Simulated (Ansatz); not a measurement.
## H4SSi2, SMILES [SiH2]1[SiH2]S1: the interaction energy of a dimer with the counterpoise correction, step by step

With the Python package of Ansatz (0.2.0).

At the Python prompt:
```pycon
>>> import ansatz as az
>>> FIRST = [
...     ("Si", (-0.8773, -0.1618, -0.6504)),
...     ("Si", (0.7797, 0.4797, 0.6464)),
...     ("S", (0.4305, -1.5635, 0.0812)),
...     ("H", (-2.1951, -0.3472, -0.0747)),
...     ("H", (-0.796, -0.0367, -2.1592)),
...     ("H", (0.5802, 0.6573, 2.1108)),
...     ("H", (2.0783, 0.972, 0.0456)),
... ]
>>> SECOND = [
...     ("Si", (1.4353, -2.8416, 4.5691)),
...     ("Si", (-0.7624, -2.747, 4.5574)),
...     ("S", (0.467, -2.1112, 2.914)),
...     ("H", (2.1852, -1.7882, 5.225)),
...     ("H", (2.1738, -4.1329, 4.2758)),
...     ("H", (-1.481, -1.5863, 5.1508)),
...     ("H", (-1.5806, -3.9559, 4.159)),
... ]
>>> def energy(atoms, ghosts=()):
...     molecule = az.Crystal.molecule()
...     for symbol, xyz in atoms:
...         molecule = molecule.atom(symbol, xyz)
...     calc = (
...         molecule.calculation()
...         .basis(gaussian="def2-SVPD")
...         .functional("hf")
...     )
...     deck = calc.input()
...     if ghosts:
...         deck = deck.set(az.key.basis.gaussian.ghost_atoms, [{"symbol": s, "position_ang": list(xyz)} for s, xyz in ghosts])
...     return az.Session.from_dict(deck).plan().execute().report["free_energy_ev"]
...
>>> both = energy(FIRST + SECOND)

>>> alone = energy(FIRST) + energy(SECOND)
>>> ghosted = energy(FIRST, SECOND) + energy(SECOND, FIRST)
>>> print(f"dimer {both:.6f} eV")
dimer -53193.827889 eV
>>> print(f"interaction, uncorrected   {(both - alone):8.3f} eV")
interaction, uncorrected      0.677 eV
>>> print(f"interaction, counterpoise  {(both - ghosted):8.3f} eV")
interaction, counterpoise     0.768 eV
>>> print(f"basis-set superposition    {(alone - ghosted):8.3f} eV")
basis-set superposition       0.092 eV
```

Uncorrected it is 0.677 eV, with the counterpoise correction 0.768 eV; the difference, 0.09 eV, is the superposition error. In this basis both values are repulsive.

Caveats:
- Total energies depend on the basis set; only differences at equal settings carry meaning.
- The dimer is a generated trial pose of unrelaxed monomers, not a minimum, so the figure is no binding energy, and the basis set is small.
- Hartree-Fock leaves correlation out, so bond, atomisation and ionisation energies come out well too low.
- This level lacks the dispersion part of the attraction (electrostatics and induction are there), which can decide the sign where the interaction is weak.
- Hardware and time: 19 s on 1 thread of Arm Neoverse V2, with other jobs on the host, peak memory 0.77 GiB.

(Lines on the test bed's own set-up are left out of the output.)
